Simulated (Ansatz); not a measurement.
# TaCO+ (nonet): the correlation ladder, def2-SVP

An exercise on one series of results from a longer session: the logs are not shown, and one member is left open.

Program: Ansatz 0.2.0, Gaussian basis. Level of theory: def2-SVP, core rule «outside noble gas», up to 6 orbitals frozen. These are calculated values, not measurements.

The runs, in order: UHF; CCSD(T) on ROHF; CCSD(T) on UHF; CISD as a restricted active space (open shells left free, so some higher excitations enter); CCSDT(Q) on ROHF; CCSDT(Q) on UHF.

9 further runs of the same task are left out: 6 for a known fault of the program, 3 set aside as unsound or not needed. Runs told in other sessions of the task aren't counted.

## The geometry

The geometry is a PBE0/def2-TZVP stationary point (not a proven minimum) of the parent state, kept for this charge and spin. No spin-orbit coupling is included. Elements past krypton take def2 core potentials.

3 atoms, charge 1, spin multiplicity 9.

Atoms are counted from 1 here; the program's logs count them from 0.

Bond lengths: Ta1–O3 1.853 Å, C2–O3 1.245 Å. Angles: Ta1–O3–C2 180.0°.

The first run:

Input file in.yaml:

```yaml
crystal:
  periodic: [false, false, false]
  atoms:
    - {symbol: Ta, position_ang: [0.000000, 0.000000, 1.650800]}
    - {symbol: C, position_ang: [0.000000, 0.000000, -1.448100]}
    - {symbol: O, position_ang: [0.000000, 0.000000, -0.202700]}
basis:
  gaussian: {orbitals: def2-SVP}
total_charge: 1
magnetization: {spin_polarized: true, initial_magnetization: 8}
hamiltonian: {xc: hf}
output: {orbitals: {seedname: orbitals}}
```

Launch:

```
ansatz run in.yaml --threads 1 --pin off --events-out ev --progress --plain --max-ram 4096MiB --backend cpu
```

Steps of the session up to this table: UHF; CCSD(T) on ROHF; CCSD(T) on UHF; CISD as a restricted active space (open shells left free, so some higher excitations enter); CCSDT(Q) on ROHF; CCSDT(Q) on UHF.

One table of the session follows, with a row left open; its other results are not shown here.

It belongs to the step «Misses and costs». 

```
   method  from RCCSDT(Q) (kcal/mol)
     ROHF                    +155.16
      UHF                    +149.14
     RMP2                     +21.91
     UMP2                     +19.60
    RCCSD                          ?
    UCCSD                      +3.06
 RCCSD(T)                      +2.57
 UCCSD(T)                      +0.16
   RCCSDT                      +0.68
   UCCSDT                      -1.40
RCCSDT(Q)                          0
UCCSDT(Q)                      -1.91
```

**Question.** Estimate the row for RCCSD.

The run gave: from RCCSDT(Q) (kcal/mol): +5.52. In the column «from RCCSDT(Q) (kcal/mol)» it lies between UCCSD (+3.06) and UMP2 (+19.60).

Not comparable, so not listed: CISD as a restricted active space (open shells left free, so some higher excitations enter) (they don't share determinant, frozen orbitals or solution with the rows shown, or repeat one).

To keep in mind: Restricted and unrestricted rows rest on different reference determinants; a gap between their highest levels can come from leftover correlation error, from unlike frozen cores or from another state.
